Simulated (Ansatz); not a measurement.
# InH₂Cl: taking an electron away

One table from this session's results is given with a row withheld; the runs are named, their logs left out.

Program: Ansatz 0.2.0, Gaussian basis. Level of theory: unrestricted cation, the program's frozen cores in correlated methods. These are calculated values, not measurements.

The runs, in order: UKS PBE-D4/def2-TZVPP; UKS r2SCAN-D4/def2-TZVPP; UKS PBE0-D4/def2-TZVPP; UKS B3LYP-D4/def2-TZVPP; UKS wB97X-V/def2-TZVPP; UKS wB97M-V/def2-TZVPP; UKS B2PLYP/def2-TZVPP; UHF-CCSD(T)/def2-TZVPP; UHF-MP2/def2-QZVPP; extrapolation to the limit; then −ε(HOMO) from the neutral's earlier runs with LDA (SPW92), PBE-D4, revPBE-D4, BLYP-D4, r2SCAN-D4, B97M-V, PBE0-D4, B3LYP-D4, r2SCANh-D4, r2SCAN0-D4, HSE06-D4, BHLYP-D4, CAM-B3LYP-D4, LC-ωPBE, ωB97X-V, ωB97M-V.

**Structure used throughout**

An earlier PBE0-D4 in a triple-zeta def2 set relaxation fixed the geometry. In takes the def2 core potential; no spin-orbit term is included.

SMILES `[Cl][InH2]`, 4 atoms, charge 0, spin multiplicity 1.

Atoms are counted from 1 here; the program's logs count them from 0.

Bond lengths: Cl1–In2 2.343 Å, In2–H3 1.705 Å, In2–H4 1.705 Å. Angles: Cl1–In2–H3 112.5°, Cl1–In2–H4 112.5°, H3–In2–H4 135.1°.

Geometry (Å):

```xyz
4
charge 0, multiplicity 1
Cl   -1.72267    0.64764   -0.94570
In    0.23085   -0.09787    0.11244
H     0.45678   -1.78012   -0.04769
H     1.09064    1.17005    0.86065
```

The first run:

The input, in.yaml:

```yaml
crystal:
  periodic: [false, false, false]
  atoms:
    - {symbol: Cl, position_ang: [-1.722671, 0.647644, -0.945697]}
    - {symbol: In, position_ang: [0.230848, -0.097867, 0.112436]}
    - {symbol: H, position_ang: [0.456784, -1.780125, -0.047692]}
    - {symbol: H, position_ang: [1.090638, 1.170048, 0.860654]}
basis:
  gaussian: {orbitals: def2-TZVPP}
total_charge: 1
magnetization: {spin_polarized: true, initial_magnetization: 1}
hamiltonian: {xc: pbe, dispersion: d4}
```

Launch:

```bash
$ ansatz run in.yaml --threads 4 --pin off --events-out ev --progress --plain --max-ram 10444MiB
```

Among the steps run: Cation, UKS PBE-D4/def2-TZVPP; Cation, UKS r2SCAN-D4/def2-TZVPP; Cation, UKS PBE0-D4/def2-TZVPP; Cation, UKS B3LYP-D4/def2-TZVPP; Cation, UKS wB97X-V/def2-TZVPP; Cation, UKS wB97M-V/def2-TZVPP; Cation, UKS B2PLYP (frozen core)/def2-TZVPP; Cation, UHF-CCSD(T)/def2-TZVPP; Cation, UHF-MP2/def2-QZVPP.

One of the session's tables, all rows but one given; the rest of the session is left out.

Orbital estimates, from the neutral's runs:

| functional | −ε(HOMO) (eV) |
| --- | --- |
| LDA (SPW92) | 7.01 |
| PBE-D4 | 6.89 |
| revPBE-D4 | 6.84 |
| BLYP-D4 | 6.75 |
| r2SCAN-D4 | 7.21 |
| B97M-V | 7.32 |
| PBE0-D4 | ? |
| B3LYP-D4 | 7.96 |
| r2SCANh-D4 | 7.69 |
| r2SCAN0-D4 | 8.42 |
| HSE06-D4 | 7.80 |
| BHLYP-D4 | 9.39 |
| CAM-B3LYP-D4 | 9.55 |
| LC-ωPBE | 10.94 |
| ωB97X-V | 10.58 |
| ωB97M-V | 10.42 |

Estimate the missing values for PBE0-D4.

**Answer.** −ε(HOMO) (eV): 8.20. In the column «−ε(HOMO) (eV)» it lies between B3LYP-D4 (7.96) and r2SCAN0-D4 (8.42).
